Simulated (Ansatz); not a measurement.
BaCa in Ansatz: convergence with smearing width

The system is BaCa.

```
Ba Ca
1.0
     1.92019    1.10862    4.67229
    -1.92019    1.10862    4.67229
     0.00000   -2.21725    4.67229
Ba Ca
1 1
Direct
  0.00563 0.00967 0.97854
  0.50373 0.50066 0.49002
```

The cell was built by a generator and needn't be a form met in nature.

The cell isn't the ideal one: atoms moved at random, drawn with an rms of 0.05 Å.

```yaml
Program: Ansatz 0.2.0
Task: convergence study
Functional: PBEsol
Potentials_or_basis: Ansatz PAW
Cutoff: "420 eV (not typed: the program's choice for these potentials)"
k_mesh: 6 × 6 × 6
Occupations: methfessel-paxton, width 0.3 eV
Spin: no spin polarisation
```

These are the settings of the first run; the series varies smearing width, with any setting tied to it.

Hardware: 2 threads of Arm Neoverse V2, on a shared host.

Task: The values tried are 0.3 eV, 0.2 eV, 0.15 eV, 0.1 eV, 0.05 eV, 0.025 eV, 0.01 eV, 0.005 eV, loosest first. From which on does the largest force stay within 0.005 eV/Å of the tightest run that finished?

Result: From 0.05 eV on.

```csv
smearing width,"energy less the tightest run, at zero smearing (meV/atom)",pressure (GPa),largest force (eV/Å),SCF cycles,CPU time (s),peak memory (GiB)
0.3 eV,-0.49,11.26,0.031,6,7.4,0.41
0.2 eV,-0.85,11.20,0.029,6,7.3,0.41
0.15 eV,-0.60,11.19,0.027,6,7.4,0.41
0.1 eV,-0.34,11.19,0.024,6,7.5,0.41
0.05 eV,-0.21,11.20,0.020,6,7.6,0.41
0.025 eV,-0.07,11.22,0.016,6,8.7,0.41
0.01 eV,-0.02,11.23,0.016,7,8.4,0.41
0.005 eV,0.00,11.23,0.016,7,8.5,0.41
```

Against the tightest run, the energy stays within 1 meV/atom from 0.3 eV on; the pressure stays within 0.1 GPa from 0.3 eV on. Narrower smearing needs a denser k mesh, so at a fixed mesh the narrowest width isn't the most accurate. The tightest run that finished is the yardstick and may itself not be fully converged.

Caveat, for the tightest run too: the PAW data sets come from PBE, with cores solved anew for the run's functional, which leaves a small shift of forces and pressure. Spin-orbit coupling is left out, which matters for the levels of Ba.
